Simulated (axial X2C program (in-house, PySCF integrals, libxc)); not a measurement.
# InC: EOM-EA-CCSD levels

Aim: EOM-EA-CCSD levels of InC, with spin–orbit coupling in the Hamiltonian from the start.

Method: two-component X2C with atomic mean-field terms, In dyall-acv3z, C dyall-av3z; program: an in-house X2C program for linear molecules on PySCF integrals.

All values are calculated.

## Step 1: Set-up

Contents of task.json:

```json
{
 "zs": [
  49,
  6
 ],
 "q": 0,
 "bas": [
  "dyall-acv3z",
  "dyall-av3z"
 ],
 "r0": 2.03,
 "eom": "ea",
 "thr": -2.0,
 "nmax": 92,
 "grid": [
  1,
  0.96,
  1.045,
  0.92,
  1.09,
  1.15
 ]
}
```

Keys: zs atomic numbers; q charge; bas basis sets; r0 starting distance in Å; eom kind of EOM run; thr threshold in hartree for freezing inner shells (an s shell follows its p shell); nmax most natural virtual spinors; grid distances as factors.

Command:

```sh
$ python soeom.py task.json out
```

Further steps of the session: EOM-EA-CCSD at 2.205 Å.

Before running it: what results should come out? Wanted: next root led by one particle; T1 of the reference; lowest state, Re and ωe.

The runs gave:

| quantity | value |
| --- | --- |
| lowest root at 2.205 Å | Ω = 1/2, 7.517 eV |
| next root led by one particle | Ω = 3/2, about 2320 cm⁻¹ higher |
| T1 of the reference | 0.040 |
| lowest state, Re and ωe | 2.172 Å, 500 cm⁻¹ |

**Reading.** The added electron is bound by 7.52 eV in a spinor of 40% C pσ, 22% C pπ, 20% In pσ. Errors of 0.1 to 0.3 eV are usual at this size, and roots led by higher excitations are left out, so the list is incomplete, and low states of that kind can be missing. T1 or the largest double amplitude of the reference is raised, which lowers the reliability.
